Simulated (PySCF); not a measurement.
# CH5FOSi: the cost of one run

The runs use PySCF 2.14.0, with density-fitted response routines of our own; the level of theory stands in each step. All values are computed, except where a source is named. Atoms count from 0, in the outputs and in this text.

### Step 1. The molecule as given

9 atoms, charge 0, multiplicity 1; geometry from: PBE0-D3(BJ)/def2-SVP.

Bonds of the start (Å): O0–Si1 1.66, Si1–C2 1.89, C2–F3 1.39, O0–H4 0.96, Si1–H5 1.50, Si1–H6 1.49, C2–H7 1.10, C2–H8 1.11.

### Step 2. Ultraviolet spectrum: wB97X-D/def2-SVPD

Job settings and geometry (Å):

```
{"job": {"kind": "uv", "xc": "wB97X-D", "basis": "def2-SVPD", "ip": true}, "charge": 0, "multiplicity": 1}
O      1.670101    -0.768910     0.552647
Si     0.704265     0.404031    -0.124572
C     -1.054457    -0.238206    -0.413928
F     -1.618952    -0.558895     0.811753
H      1.415814    -1.083366     1.424814
H      0.602027     1.610138     0.753683
H      1.320801     0.757080    -1.433130
H     -1.056739    -1.138371    -1.054534
H     -1.683308     0.521128    -0.914229
```

Level: TDDFT wB97X-D/def2-SVPD, vertical, gas phase, core orbitals frozen in the response.

Launch:

```bash
$ OMP_NUM_THREADS=1 python probes_run.py task.json out
```

This one command runs all jobs of the session in turn.

Q: Estimate the wall time and peak memory of this first job on 1 thread of Intel Xeon 6975P-C, shared host.

About 21 s, with a peak of 0.6 GiB.
